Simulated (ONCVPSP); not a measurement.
# Pseudopotential generation for Ga: ONCV, PBE

Aim: build the potential from the settings below, then test how well it stands in for the atom: other configurations, scattering, ghost states and the plane-wave cutoff that it needs.

Method: ONCVPSP 4.0.1.1 (patched build), PBE, scalar-relativistic.

### Step 1. The design

Typed settings, in words:

```
element                 : gallium (Ga, Z = 31)
type                    : optimised norm-conserving Vanderbilt (ONCV)
frozen core             : [Ne] 3s2
valence charge          : 19
reference configuration : 3p6 3d10 4s2 4p1
partial waves           : 4s: rc 2.00 bohr, ncon 3, nbas 7, qcut 3.8 1/bohr, 1 projector; 3p+4p: rc 1.10 bohr, ncon 4, nbas 7, qcut 15.6 1/bohr, 3 projectors, debl 1.2 Ha; 3d: rc 0.65 bohr, ncon 4, nbas 8, qcut 15.4 1/bohr, local
local potential         : the d channel
core correction         : Teter function, parameters optimised by the program
```

An earlier all-electron run gives the scale for the radii.

All-electron outer shells of the reference configuration (PBE, scalar-relativistic, ld1.x):

```tsv
shell	level (eV)	outermost node (bohr)	outermost maximum (bohr)
2p	-1098.84	–	0.15
3s	-148.13	0.27	0.56
3p	-98.86	0.24	0.56
3d	-19.15	–	0.53
4s	-8.95	0.81	1.90
4p	-2.58	0.87	2.53
```

### Step 2. The generation run

File Ga.dat:

```
# ATOM AND REFERENCE CONFIGURATION
# atsym  z   nc   nv     iexc    psfile
  Ga 31.00    4    4        4      upf
#
#   n    l    f
    1    0    2.00
    2    0    2.00
    2    1    6.00
    3    0    2.00
    3    1    6.00
    3    2   10.00
    4    0    2.00
    4    1    1.00
#
# PSEUDOPOTENTIAL AND OPTIMIZATION
# lmax
    2
#
#   l,   rc,      ep,       ncon, nbas, qcut
    0    2.00    0.00    3    7    3.80
    1    1.10    0.00    4    7   15.60
    2    0.65    0.00    4    8   15.40
#
# LOCAL POTENTIAL
# lloc, lpopt,  rc(5),   dvloc0
    2    5    0.65    0.00
#
# VANDERBILT-KLEINMAN-BYLANDER PROJECTORs
# l, nproj, debl
    0    1    2.60
    1    3    1.20
    2    0    2.30
#
# MODEL CORE CHARGE
# icmod, fcfact, rcfact
    4    0.75    0.00
#
# LOG DERIVATIVE ANALYSIS
# epsh1, epsh2, depsh
   -5.00    5.00    0.04
#
# OUTPUT GRID
# rlmax, drl
    6.00    0.01
#
# TEST CONFIGURATIONS
# ncnf
    4
# nvcnf
#   n    l    f
    4
    3    1    6.00
    3    2   10.00
    4    0    2.00
    4    1    0.00
#
    4
    3    1    6.00
    3    2   10.00
    4    0    1.00
    4    1    0.00
#
    4
    3    1    6.00
    3    2   10.00
    4    0    0.00
    4    1    0.00
#
    4
    3    1    5.00
    3    2   10.00
    4    0    2.00
    4    1    1.00
#
```

Launch:

```bash
$ oncvpsp.x < Ga.dat > Ga.out
```

Before running it: what results should come out? Wanted: cutoffs for 1 and 0.1 mHa per electron, occupied waves; bound ghosts; GHOST(+) flags; largest test error; largest phase difference near zero energy, channels read; rms error of d²Exc/dn², without and with the model core.

The runs gave:

```
                                                quantity                                            value
  cutoffs for 1 and 0.1 mHa per electron, occupied waves                                515 Ha and 599 Ha
                                            bound ghosts                                  s at -589.13 eV
                                          GHOST(+) flags                               none at low energy
                            largest test error (AE − PS)  +23 meV, for 3p5 3d10 4s2 4p1 (1 test unsolved)
largest phase difference near zero energy, channels read                                        0.011 rad
 rms error of d²Exc/dn², without and with the model core                                2.93 and 0.51 mHa
```

What this shows: A bound ghost (s) makes it unfit for use: electrons can fall into a state that the atom doesn't have. By total energies transferability is good where solved: the largest error is 23 meV on 108.2 eV, for 3p5 3d10 4s2 4p1. Atomic tests can pass in spite of a ghost, since they solve only for the levels asked. Of the tests 1 gave no usable energy difference, which is a warning in itself. By its cutoff, 515 Ha for the looser tolerance, it is very hard. At the looser tolerance the 3d wave is the slowest; 3p needs 58 Ha. Near zero energy the phases of the channels with partial waves agree within 0.011 rad. The pseudo curves have a pole with no partner nearby in the atom's: s at 0.96 Ha. At positive energy that is a spurious or a displaced resonance. These are tests on the free atom; a crystal test is still owed.
